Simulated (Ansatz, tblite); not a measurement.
# The cluster B6P6: which isomer is lowest, part 2 of 2

Which shape does the cluster B6P6 prefer? Candidates from a tight-binding search are relaxed and compared.

Ansatz 0.2.0, Gaussian basis; relaxed with PBE-D4/def2-SVP, singlet. Earlier steps stand in the parts before.

**7. Candidate B, PBE0-D4/def2-TZVP**

start.molden holds the orbitals of an earlier run on this state, given as this run's starting guess.

Input file in.yaml:

```yaml
crystal:
  periodic: [false, false, false]
  atoms:
    - {symbol: B, position_ang: [-1.633534, 0.922484, 0.255560]}
    - {symbol: B, position_ang: [0.221652, 0.710936, -1.879590]}
    - {symbol: B, position_ang: [-0.391350, -0.935495, 1.247660]}
    - {symbol: B, position_ang: [-0.438648, 1.547203, -0.650954]}
    - {symbol: B, position_ang: [1.172754, -0.708441, 1.654950]}
    - {symbol: B, position_ang: [0.388430, -1.083314, -1.500477]}
    - {symbol: P, position_ang: [-0.747762, -2.037104, -0.344382]}
    - {symbol: P, position_ang: [0.424533, 1.205377, 1.143312]}
    - {symbol: P, position_ang: [2.522117, 0.400484, 1.800713]}
    - {symbol: P, position_ang: [-1.661555, -0.206108, -1.355314]}
    - {symbol: P, position_ang: [1.669389, -0.262909, -2.475829]}
    - {symbol: P, position_ang: [-1.526016, 0.446887, 2.104361]}
basis:
  gaussian: {orbitals: def2-TZVP, initial_orbitals: start.molden}
hamiltonian: {xc: pbe0, dispersion: d4}
scf: {omitted_lower_state_checks: [starts]}
output: {orbitals: {seedname: orbitals}}
```

Launch:

```bash
$ ansatz run in.yaml --threads 4 --pin off --events-out ev --progress --plain --max-ram 6963MiB
```

Log:

```text
Functional definition: PBE0
  name "PBE0"
  cite "Adamo & Barone, J. Chem. Phys. 110, 6158 (1999) doi:10.1063/1.478522"
  cite "Perdew, Burke & Ernzerhof, Phys. Rev. Lett. 77, 3865 (1996) doi:10.1103/PhysRevLett.77.3865"
  parent pbe
  parameter a = 0.25
  parameter kappa = 0.804
  parameter beta = 0.06672455060314922
  exchange = (1 - a)*pbe_x(kappa = kappa, mu = beta*pi^2/3) + a*exact_x
  correlation = pbe_c(beta = beta)
these checks for a lower state are left out or cut short: starts
2706 factors; their error is unknown
mean field evaluation 1: about -59758.0190 eV, gradient 1.9e2 eV
mean field evaluation 2: about -59764.1132 eV, gradient 6.8e0 eV
mean field evaluation 4: about -59764.3213 eV, gradient 2.4e-1 eV
mean field evaluation 8: about -59764.3218 eV, gradient 1.7e-5 eV
mean field -59764.32183974 eV, -2196.2983178980 hartree, gradient 1.7e-5 eV, S^2 0.000000; 0 other end points of the search recorded, 0 dependent functions left out
reference -59764.32187467 eV, -2196.2983191819 hartree; 60, 60 occupied and 348, 348 virtual orbitals, 2706 factors
Total energy: -59765.30270460 eV, -2196.3343640170 hartree
Checks for a lower state left out: starts
```

Wall time 28 s (4 threads of Arm Neoverse V1, shared host); peak memory 2.5 GiB.

From the report: HOMO -6.41 eV, LUMO -3.59 eV.

**8. Candidate B, PBE-D4/def2-TZVP**

in.yaml: that of step 7 with these lines changed.

```diff
@@ -17,4 +17,4 @@
   gaussian: {orbitals: def2-TZVP, initial_orbitals: start.molden}
-hamiltonian: {xc: pbe0, dispersion: d4}
+hamiltonian: {xc: pbe, dispersion: d4}
 scf: {omitted_lower_state_checks: [starts]}
-output: {orbitals: {seedname: orbitals}}
+output: {forces: true, orbitals: {seedname: orbitals}}
```

Same command.

Log, cut to the lines that bear on the results:

```text
Functional definition: PBE
  name "PBE"
  cite "Perdew, Burke & Ernzerhof, Phys. Rev. Lett. 77, 3865 (1996) doi:10.1103/PhysRevLett.77.3865"
  parent pbe
[...]
2634 factors; their error is unknown
[...]
mean field -59759.65568041 eV, -2196.1268397057 hartree, gradient 1.5e-5 eV, S^2 0.000000; 0 other end points of the search recorded, 0 dependent functions left out
[...]
reference -59759.65572623 eV, -2196.1268413894 hartree; 60, 60 occupied and 348, 348 virtual orbitals, 2634 factors
Total energy: -59760.77753607 eV, -2196.1680671406 hartree
Atom 0 at    -1.633534     0.922484     0.255560 Å, force     0.213190    -0.070111    -0.037194 eV/Å
Atom 1 at     0.221652     0.710936    -1.879590 Å, force     0.025606    -0.002936     0.173883 eV/Å
Atom 2 at    -0.391350    -0.935495     1.247660 Å, force     0.200705     0.110770     0.008583 eV/Å
Atom 3 at    -0.438648     1.547203    -0.650954 Å, force    -0.051209    -0.266148    -0.076803 eV/Å
Atom 4 at     1.172754    -0.708441     1.654950 Å, force    -0.129886     0.103942    -0.047410 eV/Å
Atom 5 at     0.388430    -1.083314    -1.500477 Å, force     0.016189     0.045528    -0.019580 eV/Å
Atom 6 at    -0.747762    -2.037104    -0.344382 Å, force    -0.002298     0.255577    -0.106554 eV/Å
Atom 7 at     0.424533     1.205377     1.143312 Å, force    -0.076889    -0.154274     0.084045 eV/Å
Atom 8 at     2.522117     0.400484     1.800713 Å, force    -0.280311    -0.065107    -0.050616 eV/Å
Atom 9 at    -1.661555    -0.206108    -1.355314 Å, force     0.170387    -0.051627     0.168202 eV/Å
Atom 10 at     1.669389    -0.262909    -2.475829 Å, force    -0.289631     0.033350     0.141684 eV/Å
Atom 11 at    -1.526016     0.446887     2.104361 Å, force     0.204147     0.061035    -0.238238 eV/Å
Dipole moment:    -0.255239    -0.040408     0.035782 e Å
Checks for a lower state left out: starts
```

Run time: 15 s. Hardware: 4 threads of Arm Neoverse V1, shared host; peak memory 1.3 GiB.

HOMO -5.56 eV, LUMO -4.26 eV.

**9. Candidate B, r2SCAN-D4/def2-TZVP**

in.yaml: that of step 8 with these lines changed.

```diff
@@ -17,4 +17,4 @@
   gaussian: {orbitals: def2-TZVP, initial_orbitals: start.molden}
-hamiltonian: {xc: pbe, dispersion: d4}
+hamiltonian: {xc: r2scan, dispersion: d4}
 scf: {omitted_lower_state_checks: [starts]}
-output: {forces: true, orbitals: {seedname: orbitals}}
+output: {orbitals: {seedname: orbitals}}
```

Same command.

Log:

```text
Functional definition: r2SCAN
  name "r2SCAN"
  cite "Furness, Kaplan, Ning, Perdew & Sun, J. Phys. Chem. Lett. 11, 8208 (2020) doi:10.1021/acs.jpclett.0c02405"
  cite "Furness, Kaplan, Ning, Perdew & Sun, J. Phys. Chem. Lett. 11, 9248 (2020) doi:10.1021/acs.jpclett.0c03077"
  parent r2scan
  parameter k0 = 0.174
  parameter k1 = 0.065
  parameter a1 = 4.9479
  exchange = r2scan_x(k0 = k0, k1 = k1, a1 = a1)
  correlation = r2scan_c
these checks for a lower state are left out or cut short: starts
2634 factors; their error is unknown
mean field evaluation 1: about -59784.2114 eV, gradient 1.2e1 eV
mean field evaluation 2: about -59784.3224 eV, gradient 2.2e-1 eV
mean field evaluation 4: about -59784.3148 eV, gradient 1.9e-3 eV
mean field -59784.31478934 eV, -2197.0330452441 hartree, gradient 2.4e-5 eV, S^2 0.000000; 0 other end points of the search recorded, 0 dependent functions left out
reference -59784.31480266 eV, -2197.0330457338 hartree; 60, 60 occupied and 348, 348 virtual orbitals, 2634 factors
Total energy: -59784.58212770 eV, -2197.0428697477 hartree
Checks for a lower state left out: starts
```

Wall time 23 s (4 threads of Arm Neoverse V1, shared host); peak memory 1.4 GiB.

HOMO -5.72 eV, LUMO -4.22 eV.

**10. B against A**

The energies of A at these levels come from its own runs, whose logs aren't repeated here.

```csv
level,B above A (kcal/mol),time
GFN1-xTB,+32.7,0.042 s
GFN2-xTB,+28.7,0.042 s
PBE-D4/def2-TZVP,+35.4,27 s
r2SCAN-D4/def2-TZVP,+35.1,46 s
PBE0-D4/def2-TZVP,+38.3,74 s
```

Times add the two runs; a level without a time comes out of a correlated run.

**11. Outcome**

What follows sums up all 2 parts.

| quantity | value |
| --- | --- |
| B above A, range of the levels free of doubt, tight binding aside | +35.1 to +38.3 kcal/mol |
| levels that put B lower | none |

**Reading.** All levels free of doubt put A (C1) below B (C1), by 28.7 to 38.3 kcal/mol. The search was small, so a lower isomer may exist. Only singlets are compared; another spin may lie lower and prefer another shape.
